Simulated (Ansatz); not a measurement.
FGeH5OSi, SMILES O[SiH2][GeH2][F], a rigid scan of one bond angle

Computed with Ansatz 0.2.0, Python API.

The script, `bend_fgeh5osi.py`:
```python
# -*- coding: utf-8 -*-
"""Bending curve of FGeH5OSi."""

import ansatz
from ase import Atoms


def main():
    atoms = Atoms(["O", "Si", "Ge", "F", "H", "H", "H", "H", "H"], positions=[
        [-0.7055, 1.7065, -0.8365],
        [0.5739, 0.7868, -0.3524],
        [-0.2296, -1.088, 0.7398],
        [-1.1506, -2.0075, -0.3289],
        [-1.2533, 1.1692, -1.4974],
        [1.4343, 1.5855, 0.5522],
        [1.3821, 0.381, -1.5262],
        [1.0454, -1.9418, 1.192],
        [-1.0081, -0.6379, 2.0404],
    ])

    # relax first, so that the scan starts from a minimum
    first = (
        ansatz.Crystal.molecule_from_ase(atoms).calculation()
        .basis(gaussian="def2-SVP")  # the orbital basis, by name
        .functional("r2scan", dispersion="d3bj")
        .relax(force_tolerance=0.02, max_steps=80)  # relax until the tolerances are met
    )
    atoms.positions = first.run().report["positions_ang"]

    rows = []
    for angle in [85, 95, 105, 115, 125, 140, 160]:
        bent = atoms.copy()
        bent.set_angle(1, 0, 4, angle, indices=[4])
        base = ansatz.Crystal.molecule_from_ase(bent).calculation()
        base = base.basis(gaussian="def2-SVP").functional("r2scan", dispersion="d3bj")
        rows.append((angle, base.run().report["free_energy_ev"]))
    floor = min(e for _, e in rows)
    for angle, e in rows:
        print(f"angle Si1-O0-H4 = {angle:3d} deg   {1000 * (e - floor):9.1f} meV")


if __name__ == "__main__":
    main()
```

```console
$ python bend_fgeh5osi.py
DeckWarning: the engine holds no damping parameters fitted to this dispersion correction and functional, so the run takes those fitted to r2scan beside the three-body term, which d3bj leaves out (hamiltonian.dispersion, under Limitations)
angle Si1-O0-H4 =  85 deg       472.1 meV
angle Si1-O0-H4 =  95 deg       167.4 meV
angle Si1-O0-H4 = 105 deg        22.6 meV
angle Si1-O0-H4 = 115 deg         0.0 meV
angle Si1-O0-H4 = 125 deg        59.8 meV
angle Si1-O0-H4 = 140 deg       229.8 meV
angle Si1-O0-H4 = 160 deg       466.5 meV
```
(Warnings from the package without file and line.)

Notes:
- The scan is rigid, and the energies are electronic, in a modest basis. The zero is the lowest point of the grid, which needn't be the minimum.
- A dispersion term here runs with damping parameters fitted for another variant or functional.
- Finished in 3.4 min on 1 thread of Arm Neoverse V2 (shared host), peak memory 0.24 GiB.

(A comment or docstring line of the script was reworded after the run, the code is as it ran.)
